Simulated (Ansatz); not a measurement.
# C6H12S: the cost of one run

Computed with Ansatz 0.2.0, Gaussian basis. Level: the settings change from run to run.

### 1 The molecule

An earlier PBE0-D4 in a triple-zeta def2 set relaxation fixed the geometry.

SMILES `CSC1CCCC1`, 19 atoms, charge 0, spin multiplicity 1.

Atoms are counted from 1 here; the program's logs count them from 0.

Bond lengths: C1–S2 1.797 Å, C1–H8 1.090 Å, C1–H9 1.092 Å, C1–H10 1.091 Å, S2–C3 1.801 Å, C3–C4 1.532 Å, C3–C7 1.524 Å, C3–H11 1.097 Å, C4–C5 1.543 Å, C4–H12 1.091 Å, C4–H13 1.094 Å, C5–C6 1.537 Å, C5–H14 1.092 Å, C5–H15 1.092 Å, C6–C7 1.524 Å, C6–H16 1.092 Å, C6–H17 1.094 Å, C7–H18 1.095 Å and more. Angles: S2–C1–H8 107.0°, S2–C1–H9 111.0°, S2–C1–H10 111.8°, H8–C1–H9 108.6°, H8–C1–H10 108.6°, H9–C1–H10 109.8°, C1–S2–C3 100.6°, S2–C3–C4 110.1°, S2–C3–C7 116.6°, S2–C3–H11 107.7°, C4–C3–C7 103.7°, C4–C3–H11 109.5°, C7–C3–H11 109.0°, C3–C4–C5 105.5°, C3–C4–H12 111.5°, C3–C4–H13 109.3°, C5–C4–H12 113.2°, C5–C4–H13 110.4° and more.

### 2 r2SCAN/def2-mTZVP

Options: rVV10 dispersion.

in.yaml

```yaml
crystal:
  periodic: [false, false, false]
  atoms:
    - {symbol: C, position_ang: [1.284219, -2.263084, -1.545326]}
    - {symbol: S, position_ang: [1.244641, -0.474828, -1.714767]}
    - {symbol: C, position_ang: [0.528899, -0.007248, -0.129799]}
    - {symbol: C, position_ang: [0.509830, 1.518590, 0.011154]}
    - {symbol: C, position_ang: [-0.650444, 1.828936, 0.980487]}
    - {symbol: C, position_ang: [-1.320259, 0.478216, 1.280757]}
    - {symbol: C, position_ang: [-0.921132, -0.411007, 0.108707]}
    - {symbol: H, position_ang: [1.772914, -2.656561, -2.437240]}
    - {symbol: H, position_ang: [1.865804, -2.560810, -0.670297]}
    - {symbol: H, position_ang: [0.280712, -2.685973, -1.482349]}
    - {symbol: H, position_ang: [1.155063, -0.440200, 0.659423]}
    - {symbol: H, position_ang: [1.471455, 1.900907, 0.355868]}
    - {symbol: H, position_ang: [0.320737, 1.969385, -0.967556]}
    - {symbol: H, position_ang: [-0.301449, 2.315868, 1.892928]}
    - {symbol: H, position_ang: [-1.360973, 2.513714, 0.512534]}
    - {symbol: H, position_ang: [-2.401855, 0.559951, 1.404997]}
    - {symbol: H, position_ang: [-0.922299, 0.057801, 2.209604]}
    - {symbol: H, position_ang: [-1.510261, -0.167317, -0.781787]}
    - {symbol: H, position_ang: [-1.045613, -1.476342, 0.312663]}
basis:
  gaussian: {orbitals: def2-mTZVP}
hamiltonian: {xc: {name: r2SCAN}, dispersion: rvv10}
```

On the command line:

```bash
$ ansatz run in.yaml --threads 2 --pin off --events-out ev --progress --plain --max-ram 32768MiB --backend cpu
```

**Question.** How long does this run take on 2 threads of AMD EPYC 7R13, shared host, and how much memory does it need?

About 8.5 s, with a peak of 0.34 GiB.
